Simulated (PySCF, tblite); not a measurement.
# C₅H₁₃FSi: geometry, infrared bands and NMR shifts

Wanted: the infrared bands and NMR shifts of C₅H₁₃FSi (`CC(C)[SiH2][C@@H](C)F`), by calculation.

The runs use tblite 0.8.0 and PySCF 2.14.0, with density-fitted response routines of our own; the level of theory stands in each step. All values are computed, except where a source is named. Atoms are numbered from 0 throughout.

### 1 The molecule as given

20 atoms, charge 0, multiplicity 1; geometry from: force field or distance geometry start.

Bonds of the start (Å): C0–C1 1.52, C1–C2 1.49, C1–Si3 1.88, Si3–C4 1.89, C4–C5 1.50, C4–F6 1.38, C0–H7 1.09, C0–H8 1.10, C0–H9 1.12, C1–H10 1.12, C2–H11 1.12, C2–H12 1.12, C2–H13 1.10, Si3–H14 1.46, Si3–H15 1.47, C4–H16 1.11, C5–H17 1.11, C5–H18 1.11, C5–H19 1.13.

### 2 Relaxing the molecule with GFN2-xTB

What the job is given:

```
{"job": {"kind": "relax", "xc": "GFN2-xTB", "basis": "xTB"}, "charge": 0, "multiplicity": 1}
C     -2.034800    -1.136200    -0.337700
C     -1.250100     0.138400    -0.094400
C     -1.964500     1.371600    -0.525700
Si     0.452600    -0.009800    -0.872500
C      1.648000    -0.262900     0.567800
C      3.082700    -0.159200     0.130400
F      1.354500     0.645000     1.557900
H     -1.645100    -1.641500    -1.224400
H     -3.102500    -0.881800    -0.453900
H     -1.966900    -1.838400     0.532800
H     -1.138700     0.209100     1.018900
H     -1.863600     1.570800    -1.618900
H     -1.617200     2.300100    -0.011000
H     -3.032200     1.249100    -0.274100
H      0.796000     1.175300    -1.649300
H      0.455800    -1.181100    -1.764400
H      1.501600    -1.284400     0.971800
H      3.089800     0.289200    -0.887600
H      3.634100    -1.117000     0.176600
H      3.595300     0.574400     0.812700
```

The run is started by

```
OMP_NUM_THREADS=1 python probes_run.py task.json out
```

The driver reads the jobs from task.json and runs them one after another.

**Question.** This job is followed by: GFN2-xTB harmonic vibrations, gas phase; GIAO PBE0/pcSseg-1 NMR shielding, non-relativistic, gas phase. Predict these results of the whole session: strongest single infrared mode (GFN2-xTB); zero-point energy (GFN2-xTB); ¹³C shifts against TMS (PBE0/pcSseg-1); ¹H shifts against TMS (PBE0/pcSseg-1, means over atoms taken as alike); ²⁹Si shifts against TMS (PBE0/pcSseg-1); ¹⁹F shifts against CFCl3 (PBE0/pcSseg-1); surface potential, 1st and 99th percentile.

**Answer**, as computed:

```
                                                              quantity                                         value
                             strongest single infrared mode (GFN2-xTB)                         2225 cm⁻¹, 326 km/mol
                                          zero-point energy (GFN2-xTB)                                104.2 kcal/mol
                                ¹³C shifts against TMS (PBE0/pcSseg-1)              86.3, 21.6, 21.3, 21.3, 14.0 ppm
¹H shifts against TMS (PBE0/pcSseg-1, means over atoms taken as alike)  5.03, 3.98, 3.65, 1.52, 1.36, 1.21, 1.14 ppm
                               ²⁹Si shifts against TMS (PBE0/pcSseg-1)                                     -25.8 ppm
                              ¹⁹F shifts against CFCl3 (PBE0/pcSseg-1)                                    -244.5 ppm
                                 surface potential, 1st and 99th percentile                            -1.15 V and 0.85 V
```

What this shows: The optimisation took 158 steps and gained 0.625 eV; among the close pairs (by a distance rule), C1–C2 changed most, from 1.489 to 1.526 Å. No mode is imaginary among the 54: a minimum at this level. The strongest single mode, at 2225 cm⁻¹, moves mainly H15. Unscaled tight-binding wavenumbers are off by several per cent, some by more. Its intensities can rank the bands wrongly. H16 (hydrogen on an sp3 CH bonded to F and Si) lies farthest downfield among hydrogen, at 5.03 ppm; its carbon carries F, which withdraws density.
